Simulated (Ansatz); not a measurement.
# C₂H₆AlO₂ radical: one species, many functionals

One table from this session's results is given with a row withheld; the runs are named, their logs left out.

Method: functionals in def2-TZVPP; program: Ansatz 0.2.0, Gaussian basis.

The runs, in order: LDA (SPW92), PBE-D4, revPBE-D4, BLYP-D4, r2SCAN-D4, B97M-V.

### Structure used throughout

An earlier PBE0-D4 in a triple-zeta def2 set relaxation fixed the geometry.

11 atoms, charge 0, spin multiplicity 2.

Atoms are counted from 1 here; the program's logs count them from 0.

Bond lengths: C1–O2 1.396 Å, C1–H6 1.095 Å, C1–H7 1.097 Å, C1–H8 1.095 Å, O2–Al3 1.685 Å, Al3–O4 1.685 Å, O4–C5 1.396 Å, C5–H9 1.095 Å, C5–H10 1.095 Å, C5–H11 1.097 Å. Angles: O2–C1–H6 110.1°, O2–C1–H7 112.7°, O2–C1–H8 110.2°, H6–C1–H7 107.9°, H6–C1–H8 107.9°, H7–C1–H8 108.0°, C1–O2–Al3 141.0°, O2–Al3–O4 124.6°, Al3–O4–C5 140.8°, O4–C5–H9 110.1°, O4–C5–H10 110.1°, O4–C5–H11 112.7°, H9–C5–H10 107.9°, H9–C5–H11 107.9°, H10–C5–H11 107.9°.

The first run:

Contents of in.yaml:

```yaml
crystal:
  periodic: [false, false, false]
  atoms:
    - {symbol: C, position_ang: [-0.551085, 1.836357, -0.719517]}
    - {symbol: O, position_ang: [0.413439, 1.091445, -1.400528]}
    - {symbol: Al, position_ang: [1.228671, -0.380600, -1.319768]}
    - {symbol: O, position_ang: [1.002358, -1.534798, -0.113351]}
    - {symbol: C, position_ang: [0.261295, -1.754044, 1.049382]}
    - {symbol: H, position_ang: [-1.392220, 2.060567, -1.383919]}
    - {symbol: H, position_ang: [-0.945515, 1.313148, 0.159971]}
    - {symbol: H, position_ang: [-0.125629, 2.787922, -0.383571]}
    - {symbol: H, position_ang: [-0.354882, -2.652812, 0.940179]}
    - {symbol: H, position_ang: [0.932475, -1.908316, 1.900898]}
    - {symbol: H, position_ang: [-0.403607, -0.915868, 1.290825]}
basis:
  gaussian: {orbitals: def2-TZVPP}
magnetization: {spin_polarized: true, initial_magnetization: 1}
hamiltonian: {xc: lda}
output: {orbitals: {seedname: orbitals}}
```

Among the steps run: LDA; PBE-D4 (GGA); revPBE-D4 (GGA); BLYP-D4 (GGA); r2SCAN-D4 (meta-GGA); B97M-V (meta-GGA).

One table of the session follows, with a row left open; its other results are not shown here.

It belongs to the step «Orbital energies across the functionals». 

| functional | HOMO (eV) | LUMO (eV) | gap (eV) |
| --- | --- | --- | --- |
| LDA (SPW92) | -5.01 | -3.52 | 1.49 |
| PBE-D4 | -5.03 | -3.23 | 1.80 |
| revPBE-D4 | -5.01 | -3.11 | 1.91 |
| BLYP-D4 | -4.80 | -3.17 | 1.64 |
| r2SCAN-D4 | -5.29 | -2.73 | 2.56 |
| B97M-V | ? | ? | ? |

Estimate the missing values for B97M-V.

The run gave: HOMO (eV): -4.89; LUMO (eV): -4.43; gap (eV): 0.46. In the column «HOMO (eV)» it lies between revPBE-D4 (-5.01) and BLYP-D4 (-4.80).
